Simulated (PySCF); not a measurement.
# A gas-phase reaction: CH5FGe + Br2 → CH4BrFGe + BrH

What reaction energy should one expect for `[CH3][GeH2][F]` + `BrBr` → `[CH3][GeH]([F])[Br]` + `Br`?

Computed with PySCF 2.14.0; each step states its level. No surroundings beyond the atoms listed, unless a continuum is named. Atoms count from 0, parts from 1.

### Step 1. The system as given

Each species was relaxed by itself at PBE0-D3(BJ)/def2-SVP.

### Step 2. Energies of the species: wB97M-D3(BJ)/def2-TZVPD

The job: settings as JSON, then the geometry in Å.

```
{"job": {"kind": "react", "xc": "wB97M-D3(BJ)", "basis": "def2-TZVPD"}, "charge": 0, "multiplicity": 1}
-1 CH5FGe charge 0 multiplicity 1
C     -0.021220     0.359320    -0.957300
Ge     0.028340    -0.334010     0.849940
F     -1.597050    -0.213240     1.486040
H     -0.725760    -0.224440    -1.566640
H     -0.345890     1.409540    -0.950960
H      0.976770     0.300400    -1.416920
H      0.911490     0.505680     1.789980
H      0.393120    -1.828090     0.908460

-1 Br2 charge 0 multiplicity 1
Br     1.149000    -0.004360     0.002990
Br    -1.149220     0.005600    -0.005530

+1 CH4BrFGe charge 0 multiplicity 1
C     -0.977490     0.159880     0.439590
Ge     0.766540    -0.278440    -0.253800
F      0.537230    -1.034850    -1.803700
Br     1.958210     1.648380    -0.649110
H     -1.564190    -0.760250     0.575070
H     -0.880060     0.677660     1.403990
H     -1.491370     0.818590    -0.273840
H      1.650330    -1.230200     0.560800

+1 BrH charge 0 multiplicity 1
Br     0.714010    -0.003560     0.004090
H     -0.708050     0.006720    -0.004730
```

With the program's defaults for keys left out, this is: wB97M-D3(BJ)/def2-TZVPD reaction energy of separated species, gas phase.

Started as:

```console
OMP_NUM_THREADS=1 python cluster_run.py task.json out
```

The driver reads the jobs from task.json and runs them one after another.

Standard output:

```text
species 1 (CH5FGe)
coarse grid: 30256 points
cycle   1  E = -2218.0089228156  dE = -6.242e-01  |g| = 8.320e-01  |ddm| = 2.248e+00
cycle   2  E = -2217.9782932123  dE =  3.063e-02  |g| = 1.035e+00  |ddm| = 1.068e+00
cycle   3  E = -2218.0981772253  dE = -1.199e-01  |g| = 6.677e-02  |ddm| = 5.015e-01
cycle   4  E = -2218.0986929292  dE = -5.157e-04  |g| = 3.269e-02  |ddm| = 5.769e-02
cycle   5  E = -2218.0988367039  dE = -1.438e-04  |g| = 3.603e-03  |ddm| = 2.448e-02
cycle   6  E = -2218.0988406454  dE = -3.942e-06  |g| = 1.009e-03  |ddm| = 6.803e-03
final grid: 62712 points
cycle   7  E = -2218.0987331085  dE = -3.153e-07  |g| = 9.088e-04  |ddm| = 4.385e-03
cycle   8  E = -2218.0987331413  dE = -3.279e-08  |g| = 9.077e-04  |ddm| = 1.218e-03
cycle   9  E = -2218.0987332848  dE = -1.435e-07  |g| = 1.031e-04  |ddm| = 4.917e-04
cycle  10  E = -2218.0987332869  dE = -2.092e-09  |g| = 2.995e-05  |ddm| = 8.708e-05
cycle  11  E = -2218.0987332874  dE = -4.634e-10  |g| = 6.856e-06  |ddm| = 8.390e-05
converged SCF energy = -2218.0987332874

species 2 (Br2)
coarse grid: 14664 points
cycle   1  E = -5148.2886657545  dE = -2.029e+00  |g| = 4.160e-01  |ddm| = 1.566e+00
cycle   2  E = -5148.3001164699  dE = -1.145e-02  |g| = 2.964e-01  |ddm| = 3.430e-01
cycle   3  E = -5148.3083919694  dE = -8.275e-03  |g| = 9.027e-03  |ddm| = 1.531e-01
cycle   4  E = -5148.3084367732  dE = -4.480e-05  |g| = 2.031e-03  |ddm| = 1.261e-02
cycle   5  E = -5148.3084403583  dE = -3.585e-06  |g| = 6.303e-04  |ddm| = 4.114e-03
final grid: 26152 points
cycle   6  E = -5148.3084334707  dE = -1.139e-07  |g| = 3.747e-04  |ddm| = 9.035e-04
cycle   7  E = -5148.3084334954  dE = -2.464e-08  |g| = 2.466e-04  |ddm| = 4.859e-04
cycle   8  E = -5148.3084335102  dE = -1.482e-08  |g| = 2.199e-05  |ddm| = 1.761e-04
cycle   9  E = -5148.3084335104  dE = -2.165e-10  |g| = 1.113e-05  |ddm| = 3.002e-05
converged SCF energy = -5148.3084335104

species 3 (CH4BrFGe)
coarse grid: 35120 points
cycle   1  E = -4791.6033060993  dE = -1.457e+00  |g| = 8.990e-01  |ddm| = 2.391e+00
cycle   2  E = -4791.5767306610  dE =  2.658e-02  |g| = 1.097e+00  |ddm| = 1.213e+00
cycle   3  E = -4791.7140405421  dE = -1.373e-01  |g| = 8.344e-02  |ddm| = 5.746e-01
cycle   4  E = -4791.7149938409  dE = -9.533e-04  |g| = 3.530e-02  |ddm| = 7.367e-02
cycle   5  E = -4791.7151750483  dE = -1.812e-04  |g| = 7.854e-03  |ddm| = 2.892e-02
cycle   6  E = -4791.7151893873  dE = -1.434e-05  |g| = 1.426e-03  |ddm| = 1.207e-02
cycle   7  E = -4791.7151907873  dE = -1.400e-06  |g| = 5.259e-04  |ddm| = 4.414e-03
final grid: 70416 points
cycle   8  E = -4791.7150119843  dE = -2.996e-07  |g| = 4.300e-04  |ddm| = 6.441e-03
cycle   9  E = -4791.7150120055  dE = -2.116e-08  |g| = 4.520e-04  |ddm| = 1.083e-03
cycle  10  E = -4791.7150120344  dE = -2.897e-08  |g| = 6.301e-05  |ddm| = 2.481e-04
cycle  11  E = -4791.7150120365  dE = -2.039e-09  |g| = 3.026e-05  |ddm| = 1.320e-04
cycle  12  E = -4791.7150120371  dE = -5.784e-10  |g| = 6.187e-06  |ddm| = 8.946e-05
converged SCF energy = -4791.7150120371

species 4 (BrH)
coarse grid: 9808 points
cycle   1  E = -2574.7445268523  dE = -1.114e+00  |g| = 2.813e-01  |ddm| = 9.891e-01
cycle   2  E = -2574.7574655604  dE = -1.294e-02  |g| = 1.487e-01  |ddm| = 2.652e-01
cycle   3  E = -2574.7608924013  dE = -3.427e-03  |g| = 8.639e-03  |ddm| = 8.695e-02
cycle   4  E = -2574.7609296918  dE = -3.729e-05  |g| = 2.515e-03  |ddm| = 1.266e-02
cycle   5  E = -2574.7609340923  dE = -4.401e-06  |g| = 6.635e-04  |ddm| = 4.933e-03
final grid: 18448 points
cycle   6  E = -2574.7609188492  dE = -1.902e-07  |g| = 4.144e-04  |ddm| = 9.398e-04
cycle   7  E = -2574.7609188768  dE = -2.762e-08  |g| = 2.980e-04  |ddm| = 4.149e-04
cycle   8  E = -2574.7609188846  dE = -7.823e-09  |g| = 3.346e-05  |ddm| = 1.453e-04
cycle   9  E = -2574.7609188857  dE = -1.046e-09  |g| = 1.092e-05  |ddm| = 6.318e-05
cycle  10  E = -2574.7609188857  dE = -5.230e-11  |g| = 1.699e-06  |ddm| = 1.272e-05
converged SCF energy = -2574.7609188857

Reaction energy = -43.638 kcal/mol
```

Run time: 39 s. Hardware: 1 thread of Arm Neoverse V2, shared host; peak memory 0.78 GiB.

Species by species (with the dispersion term, which the log's SCF energies lack):

| ν | species | energy (Eh) | HOMO (eV) |
| --- | --- | --- | --- |
| -1 | [CH3][GeH2][F] | -2218.10469 | -11.43 |
| -1 | BrBr | -5148.30962 | -10.44 |
| +1 | [CH3][GeH]([F])[Br] | -4791.72237 | -10.72 |
| +1 | Br | -2574.76149 | -11.15 |

### Step 3. Reaction energy: PBE0-D3(BJ)/def2-TZVPD

Settings changed since step 2:

```diff
@@ -1,2 +1,2 @@
-{"job": {"kind": "react", "xc": "wB97M-D3(BJ)", "basis": "def2-TZVPD"}, "charge": 0, "multiplicity": 1}
+{"job": {"kind": "react", "xc": "PBE0", "basis": "def2-TZVPD", "disp": "d3bj"}, "charge": 0, "multiplicity": 1}
 -1 CH5FGe charge 0 multiplicity 1
```

Method: PBE0-D3(BJ)/def2-TZVPD reaction energy of separated species, gas phase.

Standard output:

```text
species 1 (CH5FGe)
coarse grid: 30256 points
cycle   1  E = -2217.5471603179  dE = -6.008e-01  |g| = 9.029e-01  |ddm| = 2.330e+00
cycle   2  E = -2217.3727249836  dE =  1.744e-01  |g| = 1.440e+00  |ddm| = 1.329e+00
cycle   3  E = -2217.6447142134  dE = -2.720e-01  |g| = 1.821e-01  |ddm| = 8.028e-01
cycle   4  E = -2217.6492507344  dE = -4.537e-03  |g| = 3.034e-02  |ddm| = 1.161e-01
cycle   5  E = -2217.6493781002  dE = -1.274e-04  |g| = 5.084e-03  |ddm| = 2.220e-02
cycle   6  E = -2217.6493837588  dE = -5.659e-06  |g| = 1.937e-03  |ddm| = 5.118e-03
final grid: 62712 points
cycle   7  E = -2217.6493759437  dE =  4.711e-07  |g| = 2.568e-03  |ddm| = 6.423e-03
cycle   8  E = -2217.6493747311  dE =  1.213e-06  |g| = 3.599e-03  |ddm| = 3.613e-03
cycle   9  E = -2217.6493773155  dE = -2.584e-06  |g| = 3.708e-04  |ddm| = 2.057e-03
cycle  10  E = -2217.6493773366  dE = -2.116e-08  |g| = 1.829e-05  |ddm| = 1.929e-04
cycle  11  E = -2217.6493773367  dE = -5.366e-11  |g| = 6.054e-06  |ddm| = 1.750e-05
converged SCF energy = -2217.6493773367

species 2 (Br2)
coarse grid: 14664 points
cycle   1  E = -5147.6955560115  dE = -1.989e+00  |g| = 4.158e-01  |ddm| = 1.610e+00
cycle   2  E = -5147.7001742575  dE = -4.618e-03  |g| = 3.188e-01  |ddm| = 3.040e-01
cycle   3  E = -5147.7078413039  dE = -7.667e-03  |g| = 2.255e-02  |ddm| = 1.635e-01
cycle   4  E = -5147.7079530775  dE = -1.118e-04  |g| = 7.927e-03  |ddm| = 2.334e-02
cycle   5  E = -5147.7079693192  dE = -1.624e-05  |g| = 5.815e-04  |ddm| = 6.028e-03
cycle   6  E = -5147.7079693780  dE = -5.871e-08  |g| = 9.435e-05  |ddm| = 7.049e-04
final grid: 26152 points
cycle   7  E = -5147.7079814147  dE = -3.400e-09  |g| = 8.881e-05  |ddm| = 2.102e-04
cycle   8  E = -5147.7079814150  dE = -2.801e-10  |g| = 7.654e-05  |ddm| = 1.001e-04
cycle   9  E = -5147.7079814154  dE = -4.129e-10  |g| = 2.361e-06  |ddm| = 3.914e-05
converged SCF energy = -5147.7079814154

species 3 (CH4BrFGe)
coarse grid: 35120 points
cycle   1  E = -4790.8518885523  dE = -1.456e+00  |g| = 9.597e-01  |ddm| = 2.491e+00
cycle   2  E = -4790.6639328178  dE =  1.880e-01  |g| = 1.508e+00  |ddm| = 1.475e+00
cycle   3  E = -4790.9608398915  dE = -2.969e-01  |g| = 2.040e-01  |ddm| = 9.050e-01
cycle   4  E = -4790.9665487905  dE = -5.709e-03  |g| = 4.787e-02  |ddm| = 1.387e-01
cycle   5  E = -4790.9668336823  dE = -2.849e-04  |g| = 1.028e-02  |ddm| = 3.410e-02
cycle   6  E = -4790.9668453305  dE = -1.165e-05  |g| = 1.916e-03  |ddm| = 8.564e-03
cycle   7  E = -4790.9668461552  dE = -8.247e-07  |g| = 5.480e-04  |ddm| = 2.282e-03
final grid: 70416 points
cycle   8  E = -4790.9668103438  dE = -1.339e-07  |g| = 7.483e-04  |ddm| = 7.060e-03
cycle   9  E = -4790.9668102586  dE =  8.528e-08  |g| = 1.026e-03  |ddm| = 1.598e-03
cycle  10  E = -4790.9668104794  dE = -2.208e-07  |g| = 1.042e-04  |ddm| = 8.293e-04
cycle  11  E = -4790.9668104807  dE = -1.368e-09  |g| = 2.091e-05  |ddm| = 7.928e-05
cycle  12  E = -4790.9668104808  dE = -2.728e-11  |g| = 7.564e-06  |ddm| = 1.515e-05
converged SCF energy = -4790.9668104808

species 4 (BrH)
coarse grid: 9808 points
cycle   1  E = -2574.4494957678  dE = -1.080e+00  |g| = 2.722e-01  |ddm| = 1.043e+00
cycle   2  E = -2574.4541291914  dE = -4.633e-03  |g| = 1.697e-01  |ddm| = 2.595e-01
cycle   3  E = -2574.4588726211  dE = -4.743e-03  |g| = 2.987e-02  |ddm| = 1.190e-01
cycle   4  E = -2574.4591011921  dE = -2.286e-04  |g| = 4.144e-03  |ddm| = 2.197e-02
cycle   5  E = -2574.4591051766  dE = -3.984e-06  |g| = 1.308e-03  |ddm| = 4.257e-03
final grid: 18448 points
cycle   6  E = -2574.4591063234  dE = -6.973e-08  |g| = 1.372e-03  |ddm| = 2.019e-03
cycle   7  E = -2574.4591063377  dE = -1.424e-08  |g| = 1.396e-03  |ddm| = 1.787e-03
cycle   8  E = -2574.4591065577  dE = -2.200e-07  |g| = 5.112e-05  |ddm| = 8.378e-04
cycle   9  E = -2574.4591065584  dE = -6.708e-10  |g| = 1.020e-05  |ddm| = 4.388e-05
converged SCF energy = -2574.4591065584

Reaction energy = -43.585 kcal/mol
```

Wall time 21 s (1 thread of Arm Neoverse V2, shared host); peak memory 0.72 GiB.

Reaction energy at this level: -43.58 kcal/mol.

### Step 4. Comparing the runs

Energies in kcal/mol, with wall time:

| run | reaction | time |
| --- | --- | --- |
| wB97M-D3(BJ)/def2-TZVPD | -43.64 | 39 s |
| PBE0-D3(BJ)/def2-TZVPD | -43.58 | 21 s |

### Step 5. What came out

| quantity | value |
| --- | --- |
| reaction energy (wB97M-D3(BJ)/def2-TZVPD) | -43.64 kcal/mol |
| ΔH, ΔG at 298 K (xTB thermal terms) | -44.1, -44.1 kcal/mol |
| range of the reaction energy over the runs of this table | -43.64 to -43.58 kcal/mol |

In words: The reaction is exothermic by 44.1 kcal/mol in the gas phase; dispersion gives -0.49, and xTB itself gave -30.71 for the electronic energy (xTB energies and thermal terms come from the earlier relaxation of each species, not shown). No barrier was sought. xTB and this level differ widely in the electronic energy, so what comes from xTB (the thermal terms above all) is less safe here. The reaction energy runs from -43.64 (wB97M-D3(BJ)/def2-TZVPD) to -43.58 kcal/mol (PBE0-D3(BJ)/def2-TZVPD).
